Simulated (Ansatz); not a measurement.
**CoH (quintet): from Hartree-Fock to the top rungs, def2-TZVPP**

One table from this session's results is given with a row withheld; the runs are named, their logs left out.

The runs use Ansatz 0.2.0, Gaussian basis; def2-TZVPP, core rule «outside noble gas», up to 9 orbitals frozen.

Plan: UHF; ROHF; CCSD(T) on UHF.

2 further runs of the same task are left out: 2 set aside as unsound or not needed.

## What is computed

The geometry is a PBE0/def2-TZVP stationary point (not a proven minimum) of the parent state, kept for this charge and spin.

2 atoms, charge 0, spin multiplicity 5.

Atoms are counted from 1 here; the program's logs count them from 0.

Bond lengths: Co1–H2 1.524 Å.

Set-up of the first run:

in.yaml reads:

```yaml
crystal:
  periodic: [false, false, false]
  atoms:
    - {symbol: Co, position_ang: [0.000000, 0.000000, 0.000000]}
    - {symbol: H, position_ang: [0.000000, 0.000000, 1.524200]}
basis:
  gaussian: {orbitals: def2-TZVPP}
magnetization: {spin_polarized: true, initial_magnetization: 4}
hamiltonian: {xc: hf}
output: {orbitals: {seedname: orbitals}}
```

Command:

```sh
$ ansatz run in.yaml --threads 1 --pin off --events-out ev --progress --plain --max-ram 4096MiB --backend cpu
```

Among the steps run: UHF; ROHF; CCSD(T) on UHF.

One table of the session follows, with a row left open; its other results are not shown here.

| method | from UCCSD(T) (meV) |
| --- | --- |
| ROHF | +7455.0 |
| UHF | +7245.9 |
| UMP2 | ? |
| UCCSD | +198.6 |
| UCCSD(T) | 0 |

Q: Estimate the row for UMP2 from the others.

The run gave: from UCCSD(T) (meV): +403.8. In the column «from UCCSD(T) (meV)» it lies between UCCSD (+198.6) and UHF (+7245.9).
